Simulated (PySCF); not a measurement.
# 1,2-Dihydro-1,2-Azaborine (C4H6BN): NMR shifts, electronic excitations and K edges in gas and solvents, part 2 of 2

PySCF 2.14.0. Atoms count from 0. The steps go on from the part before.

### 6 Excited states and response: CAM-B3LYP/def2-SVPD in dimethylsulfoxide

Job settings and geometry (Å):

```
{"job": {"kind": "uv", "xc": "CAM-B3LYP", "basis": "def2-SVPD", "solvent": "dimethylsulfoxide", "nstates": 6, "ntriplets": 0}, "charge": 0, "multiplicity": 1}
B      1.202914     0.717421    -0.025481
C     -0.136790     1.423875     0.005767
C     -1.284443     0.664287    -0.002350
C     -1.244958    -0.755807    -0.038832
C     -0.041667    -1.407001    -0.067321
N      1.126226    -0.714719    -0.061236
H      2.299458     1.224746    -0.023350
H     -0.238696     2.512712     0.034409
H     -2.270863     1.142400     0.019432
H     -2.166654    -1.339450    -0.044594
H      0.021834    -2.497824    -0.095648
H      1.971724    -1.272479    -0.083659
```

Level: TDDFT CAM-B3LYP/def2-SVPD, vertical, IEF-PCM dimethylsulfoxide (non-equilibrium linear response), core orbitals frozen in the response.

Standard output:

```text
coarse grid: 10216 points
cycle   1  E = -235.3103633145  dE =  9.941e-01  |g| = 3.418e-01  |ddm| = 7.805e+00
cycle   2  E = -235.3225788384  dE = -1.222e-02  |g| = 3.058e-01  |ddm| = 1.531e+00
cycle   3  E = -235.3463340818  dE = -2.376e-02  |g| = 4.008e-02  |ddm| = 6.148e-01
cycle   4  E = -235.3467483552  dE = -4.143e-04  |g| = 2.045e-02  |ddm| = 1.272e-01
cycle   5  E = -235.3468573975  dE = -1.090e-04  |g| = 3.263e-03  |ddm| = 5.363e-02
cycle   6  E = -235.3468610753  dE = -3.678e-06  |g| = 1.719e-03  |ddm| = 1.057e-02
final grid: 99264 points
cycle   7  E = -235.3904854026  dE = -2.728e-05  |g| = 4.968e-03  |ddm| = 1.150e-01
cycle   8  E = -235.3904843039  dE =  1.099e-06  |g| = 5.843e-03  |ddm| = 1.907e-02
cycle   9  E = -235.3904913683  dE = -7.064e-06  |g| = 4.470e-04  |ddm| = 7.200e-03
cycle  10  E = -235.3904914325  dE = -6.422e-08  |g| = 2.241e-04  |ddm| = 1.372e-03
cycle  11  E = -235.3904914546  dE = -2.211e-08  |g| = 5.619e-05  |ddm| = 7.523e-04
cycle  12  E = -235.3904914570  dE = -2.389e-09  |g| = 3.130e-05  |ddm| = 2.251e-04
cycle  13  E = -235.3904914577  dE = -6.170e-10  |g| = 8.470e-06  |ddm| = 1.134e-04
converged SCF energy = -235.3904914577

Static polarisability (au): isotropic 95.758, principal 59.742 109.067 118.465

Singlet excitations
state   eV       nm        f      main configurations
  1   4.9976    248.1   0.22968   H->L 0.94
  2   6.0976    203.3   0.14201   H->L+2 0.84, H-1->L 0.13
  3   6.1824    200.5   0.00500   H->L+1 0.93
  4   6.5998    187.9   0.00222   H-2->L 0.96
  5   7.0683    175.4   0.58678   H-1->L 0.83, H->L+2 0.13
  6   7.1756    172.8   0.06377   H->L+4 0.62, H->L+3 0.28
```

Run time: 48 s. Hardware: 1 thread, shared host.

Key values: HOMO -7.76 eV, LUMO 0.29 eV; lowest singlet 5.00 eV.

### 7 TDDFT and polarisability: CAM-B3LYP/def2-SVPD in methanol

The job, as its differences from that of step 6:

```diff
@@ -1,2 +1,2 @@
-{"job": {"kind": "uv", "xc": "CAM-B3LYP", "basis": "def2-SVPD", "solvent": "dimethylsulfoxide", "nstates": 6, "ntriplets": 0}, "charge": 0, "multiplicity": 1}
+{"job": {"kind": "uv", "xc": "CAM-B3LYP", "basis": "def2-SVPD", "solvent": "methanol", "nstates": 6, "ntriplets": 0}, "charge": 0, "multiplicity": 1}
 B      1.202914     0.717421    -0.025481
```

Method: TDDFT CAM-B3LYP/def2-SVPD, vertical, IEF-PCM methanol (non-equilibrium linear response), core orbitals frozen in the response.

Standard output:

```text
coarse grid: 10216 points
cycle   1  E = -235.3101776487  dE =  9.943e-01  |g| = 3.421e-01  |ddm| = 7.804e+00
cycle   2  E = -235.3223440468  dE = -1.217e-02  |g| = 3.065e-01  |ddm| = 1.532e+00
cycle   3  E = -235.3462147005  dE = -2.387e-02  |g| = 4.013e-02  |ddm| = 6.160e-01
cycle   4  E = -235.3466293781  dE = -4.147e-04  |g| = 2.055e-02  |ddm| = 1.271e-01
cycle   5  E = -235.3467394684  dE = -1.101e-04  |g| = 3.286e-03  |ddm| = 5.378e-02
cycle   6  E = -235.3467431828  dE = -3.714e-06  |g| = 1.731e-03  |ddm| = 1.059e-02
final grid: 99264 points
cycle   7  E = -235.3903680409  dE = -2.727e-05  |g| = 4.980e-03  |ddm| = 1.150e-01
cycle   8  E = -235.3903669126  dE =  1.128e-06  |g| = 5.866e-03  |ddm| = 1.906e-02
cycle   9  E = -235.3903740316  dE = -7.119e-06  |g| = 4.473e-04  |ddm| = 7.211e-03
cycle  10  E = -235.3903740959  dE = -6.439e-08  |g| = 2.245e-04  |ddm| = 1.374e-03
cycle  11  E = -235.3903741181  dE = -2.221e-08  |g| = 5.642e-05  |ddm| = 7.531e-04
cycle  12  E = -235.3903741205  dE = -2.395e-09  |g| = 3.138e-05  |ddm| = 2.256e-04
cycle  13  E = -235.3903741212  dE = -6.193e-10  |g| = 8.479e-06  |ddm| = 1.135e-04
converged SCF energy = -235.3903741212

Static polarisability (au): isotropic 95.231, principal 59.350 108.509 117.834

Singlet excitations
state   eV       nm        f      main configurations
  1   5.0253    246.7   0.21342   H->L 0.93
  2   6.1160    202.7   0.12549   H->L+2 0.83, H-1->L 0.14
  3   6.1866    200.4   0.00457   H->L+1 0.93
  4   6.6016    187.8   0.00210   H-2->L 0.96
  5   7.1143    174.3   0.56355   H-1->L 0.81, H->L+2 0.14
  6   7.1785    172.7   0.05829   H->L+4 0.65, H->L+3 0.25
```

It took 45 s on 1 thread, shared host.

In short: HOMO -7.76 eV, LUMO 0.29 eV; lowest singlet 5.03 eV.

### 8 K-edge absorption: BHandHLYP/aug-pcX-1+pcseg-1

The job, as its differences from that of step 7:

```diff
@@ -1,2 +1,2 @@
-{"job": {"kind": "uv", "xc": "CAM-B3LYP", "basis": "def2-SVPD", "solvent": "methanol", "nstates": 6, "ntriplets": 0}, "charge": 0, "multiplicity": 1}
+{"job": {"kind": "xas", "xc": "BHandHLYP", "basis": {"default": "aug-pcX-1", "H": "pcseg-1"}}, "charge": 0, "multiplicity": 1}
 B      1.202914     0.717421    -0.025481
```

With the program's defaults for keys left out, this is: core-valence-separated TDA BHandHLYP/aug-pcX-1 H:pcseg-1, K edges, non-relativistic, gas phase.

Standard output:

```text
coarse grid: 10216 points
cycle   1  E = -235.4196976046  dE =  1.068e+00  |g| = 3.789e-01  |ddm| = 4.570e+00
cycle   2  E = -235.4318798159  dE = -1.218e-02  |g| = 3.472e-01  |ddm| = 9.448e-01
cycle   3  E = -235.4634480151  dE = -3.157e-02  |g| = 6.687e-02  |ddm| = 4.736e-01
cycle   4  E = -235.4644812456  dE = -1.033e-03  |g| = 3.296e-02  |ddm| = 1.039e-01
cycle   5  E = -235.4647393794  dE = -2.581e-04  |g| = 4.115e-03  |ddm| = 4.297e-02
cycle   6  E = -235.4647443477  dE = -4.968e-06  |g| = 2.387e-03  |ddm| = 6.834e-03
final grid: 99264 points
cycle   7  E = -235.5064759350  dE = -6.991e-05  |g| = 4.950e-03  |ddm| = 6.237e-02
cycle   8  E = -235.5064746175  dE =  1.317e-06  |g| = 5.668e-03  |ddm| = 9.128e-03
cycle   9  E = -235.5064809494  dE = -6.332e-06  |g| = 4.801e-04  |ddm| = 4.740e-03
cycle  10  E = -235.5064810028  dE = -5.347e-08  |g| = 3.248e-04  |ddm| = 9.661e-04
cycle  11  E = -235.5064810349  dE = -3.204e-08  |g| = 6.467e-05  |ddm| = 4.368e-04
cycle  12  E = -235.5064810371  dE = -2.224e-09  |g| = 3.371e-05  |ddm| = 1.422e-04
cycle  13  E = -235.5064810376  dE = -5.262e-10  |g| = 7.308e-06  |ddm| = 7.291e-05
converged SCF energy = -235.5064810376

B K edge
   eV          f      from atoms
  187.119   0.06779   B0
  189.090   0.00688   B0
  189.889   0.00756   B0
  190.768   0.00337   B0
  190.938   0.00295   B0
  191.098   0.00532   B0
  191.444   0.00150   B0
  191.588   0.00116   B0

C K edge
   eV          f      from atoms
  281.996   0.04954   C1
  282.594   0.06120   C2
  283.422   0.04845   C3
  283.576   0.06873   C4
  284.590   0.00725   C1
  284.673   0.00984   C3
  285.148   0.01176   C1
  285.525   0.01414   C3
  285.883   0.00249   C1
  286.028   0.00287   C2
  286.044   0.01630   C2
  286.333   0.00104   C1
  286.500   0.00183   C1
  286.535   0.01925   C4
  286.590   0.00210   C3
  286.644   0.00231   C1
  286.811   0.00053   C1
  286.925   0.00063   C1
  286.973   0.00146   C3
  287.088   0.00284   C2

N K edge
   eV          f      from atoms
  398.604   0.03843   N5
  400.235   0.01924   N5
  401.101   0.00073   N5
  402.350   0.00266   N5
  402.643   0.00142   N5
  402.695   0.00092   N5
  402.998   0.00087   N5
  403.141   0.00126   N5
```

It took 51 s on 1 thread, shared host.

### 9 Comparing the runs: NMR shifts

Shifts (ppm) of some atoms, chosen among heavy atoms and hydrogens apart, with basis size and wall time:

| run | C2 | C4 | C1 | C3 | H11 | H10 | N5 | functions | time |
| --- | --- | --- | --- | --- | --- | --- | --- | --- | --- |
| PBE0/pcSseg-1 in dimethylsulfoxide | 152.8 | 144.2 | 136.7 | 117.8 | 8.82 | 7.74 | 194.9 | 132 | 34 s |
| PBE0/pcSseg-1 in methanol | 152.8 | 144.1 | 136.7 | 117.8 | 8.80 | 7.73 | 194.7 | 132 | 28 s |

The continuum's effect on the ground state:

| solvent | ε | polarisation energy (Eh) | μ (D) |
| --- | --- | --- | --- |
| methanol | 32.61 | -0.0088 | 3.06 |
| dimethylsulfoxide | 46.83 | -0.0090 | 3.07 |

### 10 Side by side: electronic excitations

Excitations and ground-state properties, with basis size and wall time:

| run | lowest singlet (eV) | brightest (eV) | f | gap (eV) | α (Å³) | μ (D) | functions | time |
| --- | --- | --- | --- | --- | --- | --- | --- | --- |
| CAM-B3LYP/def2-SVPD | 5.12 | 5.12 | 0.170 | 8.03 | 10.10 | 2.09 | 168 | 56 s |
| CAM-B3LYP/def2-SVPD in dimethylsulfoxide | 5.00 | 7.07 | 0.587 | 8.04 | 14.19 | 2.96 | 168 | 48 s |
| CAM-B3LYP/def2-SVPD in methanol | 5.03 | 7.11 | 0.564 | 8.04 | 14.11 | 2.94 | 168 | 45 s |

The continuum's effect on the ground state:

| solvent | ε | polarisation energy (Eh) | μ (D) |
| --- | --- | --- | --- |
| methanol | 32.61 | -0.0081 | 2.94 |
| dimethylsulfoxide | 46.83 | -0.0083 | 2.96 |

### 11 Results

What follows sums up all 2 parts.

| quantity | value |
| --- | --- |
| point group | Cs |
| rotational constants (main isotopes) | 5.67, 5.36, 2.76 GHz |
| 13C shifts against TMS (PBE0/pcSseg-1, dimethylsulfoxide) | 152.8, 144.2, 136.7, 117.8 ppm |
| 1H shifts against TMS (PBE0/pcSseg-1, dimethylsulfoxide) | 8.82, 8.03, 7.74, 7.28, 6.75, 5.23 ppm |
| 11B shifts against BF3·OEt2 (PBE0/pcSseg-1, dimethylsulfoxide) | 28.3 ppm |
| 15N shifts against NH3 (PBE0/pcSseg-1, dimethylsulfoxide) | 194.9 ppm |
| lowest singlet (CAM-B3LYP/def2-SVPD) | 5.12 eV (242 nm), f = 0.170 |
| B K edge | first line 187.12 eV, strongest 187.12 eV (f = 0.068) |
| C K edge | first line 282.00 eV, strongest 283.58 eV (f = 0.069) |
| N K edge | first line 398.60 eV, strongest 398.60 eV (f = 0.038) |
| range of the shift of N5 | 194.7 to 194.9 ppm |
| range of the lowest singlet | 5.00 to 5.12 eV |

**Reading.** Relaxing lowered the energy by 0.045 eV in 4 steps; the close pair that moved most is B0–H6, from 1.172 to 1.208 Å. At PBE0/pcSseg-1: The widest tensor belongs to N5: span 319 ppm, with a paramagnetic part of -249 ppm. The first singlet state (HOMO→LUMO 0.92) lies at 5.12 eV and is bright. At the B edge the strongest single line lifts a 1s electron of B0 into several orbitals, led by LUMO (weight 0.37), and it is the first line. At the C edge the strongest single line lifts a 1s electron of C4 into several orbitals, led by LUMO (weight 0.57), 1.6 eV above the first line. Absolute edge energies from this method are off by several eV; spacings are better. In ppm, N5 moves most: its shift spreads over 0.2 ppm, from 194.7 (PBE0/pcSseg-1 in methanol) to 194.9 (PBE0/pcSseg-1 in dimethylsulfoxide). The continuum holds electrostatics alone: no hydrogen bonds to the solvent, and the gas-phase geometry is kept. The lowest singlet runs from 5.00 eV (CAM-B3LYP/def2-SVPD in dimethylsulfoxide) to 5.12 eV (CAM-B3LYP/def2-SVPD), while the orbital gap spans 8.03 to 8.04 eV. The lowest state need not be the same one in every run. The runs solved for a few states only, so the brightest column depends on that window.
